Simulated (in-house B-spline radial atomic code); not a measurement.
# Co⁹⁺: excited configurations

How much energy does it take to promote electrons of Co⁹⁺ to other shells? Each configuration is solved by itself and compared with the reference.

Program: in-house B-spline radial atomic code version 1. Level of theory: Dirac-Hartree-Fock, average of configuration, Fermi nucleus, basis-set limit. These are calculated values, not measurements, unless marked.

## Step 1: What is computed

| Property | Result |
| --- | --- |
| element | cobalt (Z = 27) |
| charge | +9 |
| electrons | 18 |
| configuration | [Ne] 3s2 3p6 |
| Hamiltonian | Dirac-Coulomb |
| nucleus | Fermi, rms radius 3.788 fm |

Outer shells as boxes (Hund's rule):

[Ne] 3s2 3p6
```
[Ne] core
3s [↑↓]
3p [↑↓][↑↓][↑↓]
```

Input settings:

```ini
Z = 27
electrons = 18.0
configuration = [Ne] 3s2 3p6
hamiltonian = dirac
method = hf
spin_polarised = False
nucleus = fermi
rms_radius = 3.7875
mass_number = 59
atomic_mass = 58.933193524
speed_of_light = 137.035999084
```

This reference run was done before. Its total energy is -1364.448826 hartree, and its levels are (the highest eight at most):

```csv
orbital,occupation,energy (eV),<r> (bohr)
1s1/2,2,-8003.66,0.05617
2s1/2,2,-1194.21,0.2531
2p1/2,2,-1061.32,0.2214
2p3/2,4,-1046.27,0.2244
3s1/2,2,-323.35,0.7056
3p1/2,2,-277.44,0.7129
3p3/2,4,-274.93,0.7188
```

## Step 2: Run with [Ne] 3s2 3p5 5g1

Input settings:

```ini
Z = 27
electrons = 18.0
configuration = [Ne] 3s2 3p5 5g1
hamiltonian = dirac
method = hf
spin_polarised = False
nucleus = fermi
rms_radius = 3.7875
mass_number = 59
atomic_mass = 58.933193524
speed_of_light = 137.035999084
```

## Step 3: Run with [He] 2s2 2p5 3s2 3p6 6p1

Settings: those of step 2 with these lines changed.

```diff
@@ -2,3 +2,3 @@
 electrons = 18.0
-configuration = [Ne] 3s2 3p5 5g1
+configuration = [He] 2s2 2p5 3s2 3p6 6p1
 hamiltonian = dirac
```

## Step 4: [Ne] 3s2 3p5 5p1

Settings: those of step 3 with these lines changed.

```diff
@@ -2,3 +2,3 @@
 electrons = 18.0
-configuration = [He] 2s2 2p5 3s2 3p6 6p1
+configuration = [Ne] 3s2 3p5 5p1
 hamiltonian = dirac
```

## Step 5: Run with [Ne] 3s1 3p6 4p1

Settings: those of step 4 with these lines changed.

```diff
@@ -2,3 +2,3 @@
 electrons = 18.0
-configuration = [Ne] 3s2 3p5 5p1
+configuration = [Ne] 3s1 3p6 4p1
 hamiltonian = dirac
```

## Step 6: Configuration [He] 2s2 2p5 3s2 3p6 5f1

Settings: those of step 5 with these lines changed.

```diff
@@ -2,3 +2,3 @@
 electrons = 18.0
-configuration = [Ne] 3s1 3p6 4p1
+configuration = [He] 2s2 2p5 3s2 3p6 5f1
 hamiltonian = dirac
```

## Step 7: [He] 2s2 2p5 3s2 3p6 7s1

Settings: those of step 6 with these lines changed.

```diff
@@ -2,3 +2,3 @@
 electrons = 18.0
-configuration = [He] 2s2 2p5 3s2 3p6 5f1
+configuration = [He] 2s2 2p5 3s2 3p6 7s1
 hamiltonian = dirac
```

**Question.** How far above the reference does each configuration lie (order and size, in eV)?

As calculated:

| net move | configuration | energy above the reference (eV) | with Breit, QED, recoil (eV) | largest <r> (bohr) |
| --- | --- | --- | --- | --- |
| 3s → 4p | [Ne] 3s1 3p6 4p1 | 198.62 | 198.49 | 1.59 |
| 3p → 5p | [Ne] 3s2 3p5 5p1 | 202.49 | 202.40 | 2.76 |
| 3p → 5g | [Ne] 3s2 3p5 5g1 | 220.19 | 220.09 | 2.74 |
| 2p → 5f | [He] 2s2 2p5 3s2 3p6 5f1 | 985.20 | 984.44 | 2.98 |
| 2p → 6p | [He] 2s2 2p5 3s2 3p6 6p1 | 993.70 | 992.96 | 4.18 |
| 2p → 7s | [He] 2s2 2p5 3s2 3p6 7s1 | 1005.83 | 1005.09 | 5.70 |

Quantum defects of the promoted electron, δ = n − ζ/√(−2ε) with ζ = 10 and ε its orbital energy in hartree:

| promotion | δ |
| --- | --- |
| 3s → 4p | 0.684 |
| 3p → 5p | 0.660 |
| 3p → 5g | 0.005 |
| 2p → 5f | 0.093 |
| 2p → 6p | 0.676 |
| 2p → 7s | 0.841 |

**Reading.** The lowest of them is 3s → 4p at 198.62 eV and the highest 2p → 7s at 1005.83 eV. Koopmans' estimate of the ionisation threshold is 274.93 eV; 3 configurations exceed it by over 2 % and could autoionise. Of those tabulated, the defect is largest for 7s (0.84) and least for 5g (0.00): low angular momentum penetrates the core, high angular momentum stays outside it. Two partly filled shells share a symmetry and can mix in the average, which may lower the energy, for: 3p → 5p; 2p → 6p. These are averages over configurations, without correlation, not spectroscopic levels.
